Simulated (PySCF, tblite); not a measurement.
# C₆H₇FN radical: geometry, infrared bands and EPR parameters

Wanted: the infrared bands and EPR parameters of C₆H₇FN radical (`N#C[C@@H]1[CH]CC[C@H]1F`), by calculation.

Computed with tblite 0.8.0 and PySCF 2.14.0, with density-fitted response routines of our own, on a single molecule in the gas phase. Atoms count from 0, in the outputs and in this text.

## (1) The starting structure

15 atoms, charge 0, multiplicity 2; geometry from: force field or distance geometry start.

Bonds of the start (Å): N0–C1 1.17, C1–C2 1.47, C2–C3 1.51, C3–C4 1.49, C4–C5 1.52, C5–C6 1.53, C6–F7 1.37, C6–C2 1.53, C2–H8 1.09, C3–H9 1.08, C4–H10 1.10, C4–H11 1.10, C5–H12 1.10, C5–H13 1.10, C6–H14 1.10.

## (2) Optimising the geometry with GFN2-xTB

What the job is given:

```
{"job": {"kind": "relax", "xc": "GFN2-xTB", "basis": "xTB"}, "charge": 0, "multiplicity": 2}
N      3.101300     0.740000    -0.583400
C      2.158800     0.179200    -0.189800
C      0.993900    -0.531400     0.345600
C      0.122800    -1.032700    -0.787600
C     -1.195000    -0.342400    -0.817800
C     -0.961700     0.894200     0.031200
C      0.051800     0.435700     1.075000
F     -0.614500    -0.257000     2.047800
H      1.286800    -1.357200     0.996900
H      0.374300    -1.892000    -1.391300
H     -1.483700    -0.075200    -1.847200
H     -1.972700    -0.983800    -0.389800
H     -1.893200     1.251600     0.494600
H     -0.527900     1.701100    -0.578200
H      0.554500     1.277800     1.572000
```

Run with:

```
$ OMP_NUM_THREADS=1 python probes_run.py task.json out
```

One launch serves the whole session: the jobs run in the order shown.

**Question.** This job is followed by: GFN2-xTB harmonic vibrations, gas phase; UKS B3LYP, pcH-1 on C F H N, non-relativistic, mean-field spin-orbit, GIAO. What will the session give for the following? strongest single infrared mode (GFN2-xTB); zero-point energy (GFN2-xTB); g(iso) (B3LYP); ⟨S²⟩; largest a(iso); surface potential, 1st and 99th percentile.

As calculated:

| quantity | value |
| --- | --- |
| strongest single infrared mode (GFN2-xTB) | 2388 cm⁻¹, 270 km/mol |
| zero-point energy (GFN2-xTB) | 71.5 kcal/mol |
| g(iso) (B3LYP) | 2.00263 |
| ⟨S²⟩ | 0.754 (exact 0.75) |
| largest a(iso) | 1H on H11, 146.4 MHz |
| surface potential, 1st and 99th percentile | -1.74 V and 1.19 V |

The optimisation took 61 steps and gained 0.115 eV; among the close pairs (by a distance rule), C2–C3 changed most, from 1.515 to 1.487 Å. No mode is imaginary among the 39: a minimum at this level. The strongest single mode, at 2388 cm⁻¹, moves mainly C1 and N0. Unscaled tight-binding wavenumbers are off by several per cent, some by more. Its intensities can rank the bands wrongly. Most of the unpaired spin sits on C3 (1.02 e). The isotropic g lies 0.3 ppt above the free-electron value.
